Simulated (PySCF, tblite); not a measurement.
# C6H11O radical: geometry, infrared bands and EPR parameters

What infrared bands and EPR parameters should C6H11O radical (`[CH2]C/C(C)=C/OC`) show?

Programs: tblite 0.8.0 and PySCF 2.14.0, with density-fitted response routines of our own. Each step states its level of theory. These are calculated values for one molecule in the gas phase, unless marked as measured. Atoms are numbered from 0 throughout.

### 1 The molecule as given

18 atoms, charge 0, multiplicity 2; geometry from: force field or distance geometry start.

Bonds of the start (Å): C0–C1 1.49, C1–C2 1.52, C2–C3 1.51, C2–C4 1.34, C4–O5 1.37, O5–C6 1.43, C0–H7 1.08, C0–H8 1.09, C1–H9 1.10, C1–H10 1.09, C3–H11 1.11, C3–H12 1.08, C3–H13 1.10, C4–H14 1.09, C6–H15 1.09, C6–H16 1.10, C6–H17 1.09.

### 2 Geometry optimisation with GFN2-xTB

The job: settings as JSON, then the geometry in Å.

```
{"job": {"kind": "relax", "xc": "GFN2-xTB", "basis": "xTB"}, "charge": 0, "multiplicity": 2}
C     -2.454000    -0.089800     1.061900
C     -1.709100     0.735800     0.064600
C     -0.435400     0.040200    -0.386500
C     -0.630700    -1.103700    -1.345100
C      0.763900     0.472200     0.012100
O      1.930200    -0.098600    -0.418600
C      3.022400     0.186900     0.457500
H     -1.933700    -0.684600     1.801700
H     -3.519400     0.080400     1.197100
H     -1.477600     1.698100     0.539400
H     -2.345600     0.943800    -0.792400
H     -1.200500    -1.917900    -0.853900
H     -1.183200    -0.783900    -2.216700
H      0.323700    -1.538400    -1.677600
H      0.887800     1.328200     0.672200
H      3.900100    -0.348400     0.105300
H      2.806400    -0.164400     1.479200
H      3.246000     1.250100     0.468000
```

Started as:

```console
OMP_NUM_THREADS=1 python probes_run.py task.json out
```

One launch serves the whole session: the jobs run in the order shown.

**Question.** This job is followed by: GFN2-xTB harmonic vibrations, gas phase; UKS B3LYP, pcH-1 on C H O, non-relativistic, mean-field spin-orbit, GIAO. Predict these results of the whole session: strongest single infrared mode (GFN2-xTB); zero-point energy (GFN2-xTB); g(iso) (B3LYP); ⟨S²⟩; largest a(iso) (averaged by class); potential on the surface of density 0.002 e/bohr³, 1st and 99th percentile.

The runs gave:

| quantity | value |
| --- | --- |
| strongest single infrared mode (GFN2-xTB) | 1188 cm⁻¹, 282 km/mol |
| zero-point energy (GFN2-xTB) | 94.6 kcal/mol |
| g(iso) (B3LYP) | 2.00263 |
| ⟨S²⟩ | 0.754 (exact 0.75) |
| largest a(iso) (averaged by class) | 13C on C0, 96.7 MHz |
| potential on the surface of density 0.002 e/bohr³, 1st and 99th percentile | -1.15 V and 0.90 V |

What this shows: Relaxing lowered the energy by 0.115 eV in 178 steps; the close pair that moved most is O5–C6, from 1.429 to 1.405 Å. No mode is imaginary among the 48: a minimum at this level. The strongest single mode, at 1188 cm⁻¹, is spread over many atoms; the largest shares are those of O5, C4. Unscaled tight-binding wavenumbers are off by several per cent, some by more. Its intensities can rank the bands wrongly. Most of the unpaired spin sits on C0 (1.05 e). The isotropic g lies 0.3 ppt above the free-electron value. These values are for one conformer; the search (at its own cheap level) found 2 more, at 0.05, 0.81 kcal/mol, and measured spectra average over such forms.
